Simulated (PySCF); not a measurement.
# C4H10BBr: geometry, NMR shifts, spin-spin couplings, electronic excitations and core binding energies

Wanted: the NMR shifts, spin-spin couplings, electronic excitations and core binding energies of C4H10BBr (`CC(C)(C)BBr`), by calculation.

The runs use PySCF 2.14.0, with density-fitted response routines of our own; the level of theory stands in each step. All values are computed, except where a source is named. Atoms are numbered from 0 throughout.

## Step 1: The molecule as given

16 atoms, charge 0, multiplicity 1; geometry from: GFN2-xTB.

Bonds of the start (Å): C0–C1 1.54, C1–C2 1.54, C1–C3 1.54, C1–B4 1.59, B4–Br5 1.86, C0–H6 1.09, C0–H7 1.09, C0–H8 1.09, C2–H9 1.09, C2–H10 1.09, C2–H11 1.09, C3–H12 1.09, C3–H13 1.09, C3–H14 1.09, B4–H15 1.17.

## Step 2: Relaxing the molecule at PBE0-D3(BJ)/def2-SVP

What the job is given:

```
{"job": {"xc": "PBE0", "basis": "def2-SVP", "d3": "d3bj", "grid": 1, "kind": "geom"}, "charge": 0, "multiplicity": 1}
C     -1.016879     0.636981    -0.881718
C      0.011136     0.035021     0.097593
C      1.187370    -0.513241    -0.735756
C     -0.649891    -1.138329     0.836004
B      0.528593     1.155258     1.104098
Br     1.365167     2.684407     0.455309
H     -1.876097     1.036551    -0.345047
H     -1.370084    -0.132906    -1.565515
H     -0.575963     1.439697    -1.469848
H      1.655390     0.275966    -1.321329
H      0.828992    -1.279877    -1.420624
H      1.944619    -0.958393    -0.091962
H     -1.502682    -0.795444     1.418329
H      0.055971    -1.611597     1.515461
H     -0.998249    -1.887714     0.127276
H      0.405009     1.062566     2.266318
```

**Question.** This job is followed by: GIAO PBE0/pcSseg-1 NMR shielding, non-relativistic, gas phase; B3LYP/pcJ-1 Br:pcSseg-1 indirect spin-spin coupling, non-relativistic, gas phase; TDDFT wB97X-D/def2-SVPD, vertical, gas phase, core orbitals frozen in the response; GIAO KT3/pcSseg-1 NMR shielding, non-relativistic, gas phase; delta-SCF UKS SCAN, pcX-2 on the ionised atom, pcseg-1 elsewhere, spin-free X2C. What will the session give for the following? point group; rotational constants (main isotopes); 13C shifts against TMS (PBE0/pcSseg-1, means over atoms taken as alike); 1H shifts against TMS (PBE0/pcSseg-1, means over atoms taken as alike); 11B shifts against BF3·OEt2 (PBE0/pcSseg-1); 79Br shifts against HBr (PBE0/pcSseg-1); largest coupling of the table (B3LYP/pcSseg-1+pcJ-1); lowest singlet (wB97X-D/def2-SVPD); brightest single state of those computed; lowest triplet; vertical ionisation energy (ΔSCF); C1s binding energies, SCAN/pcX-2; range of the shift of B4.

The runs gave:

| quantity | value |
| --- | --- |
| point group | Cs |
| rotational constants (main isotopes) | 4.51, 1.10, 1.09 GHz |
| 13C shifts against TMS (PBE0/pcSseg-1, means over atoms taken as alike) | 29.3, 28.7 ppm |
| 1H shifts against TMS (PBE0/pcSseg-1, means over atoms taken as alike) | 7.73, 1.09 ppm |
| 11B shifts against BF3·OEt2 (PBE0/pcSseg-1) | 88.3 ppm |
| 79Br shifts against HBr (PBE0/pcSseg-1) | 513 ppm |
| largest coupling of the table (B3LYP/pcSseg-1+pcJ-1) | 1J(B,H) B4–H15, 168.4 Hz |
| lowest singlet (wB97X-D/def2-SVPD) | 4.91 eV (253 nm), f = 0.000 |
| brightest single state of those computed | state 3, 6.51 eV, f = 0.113 |
| lowest triplet | 4.60 eV |
| vertical ionisation energy (ΔSCF) | 10.01 eV |
| C1s binding energies, SCAN/pcX-2 | C0 290.52, C1 290.37 eV |
| range of the shift of B4 | 79.4 to 88.3 ppm |

Relaxing lowered the energy by 0.091 eV in 4 steps; the close pair that moved most is B4–Br5, from 1.860 to 1.914 Å. No frequency check was run at this level, so the end point may be a saddle. At PBE0/pcSseg-1: The widest tensor belongs to Br5: span 1545 ppm, with a paramagnetic part of -1052 ppm. In the run at B3LYP/pcSseg-1+pcJ-1, the largest coupling of the table is B4–H15, 168.4 Hz, of which the Fermi-contact term gives 168.1 Hz. The lowest singlet, at 4.91 eV, is HOMO→LUMO 0.98 and is dark; of the 10 states computed, the strongest absorption comes from state 3 at 6.51 eV (the last state computed is bright too, and its partners may lie past the list). The lowest triplet lies 0.30 eV below the lowest singlet (triplets in Tamm-Dancoff, singlets in full TDDFT). The orbital energy would give 9.73 eV for ionisation, ΔSCF gives 10.01 eV. The C1s levels kept as sound span 0.16 eV, from C1 (fully substituted sp3 carbon bonded to B) up to C0 (methyl carbon). Across the 2 runs the shift of B4 moves most, between 79.4 (KT3/pcSseg-1) and 88.3 ppm (PBE0/pcSseg-1). Spin-orbit coupling is left out, which matters for shieldings and couplings at and beside the heavy atoms.
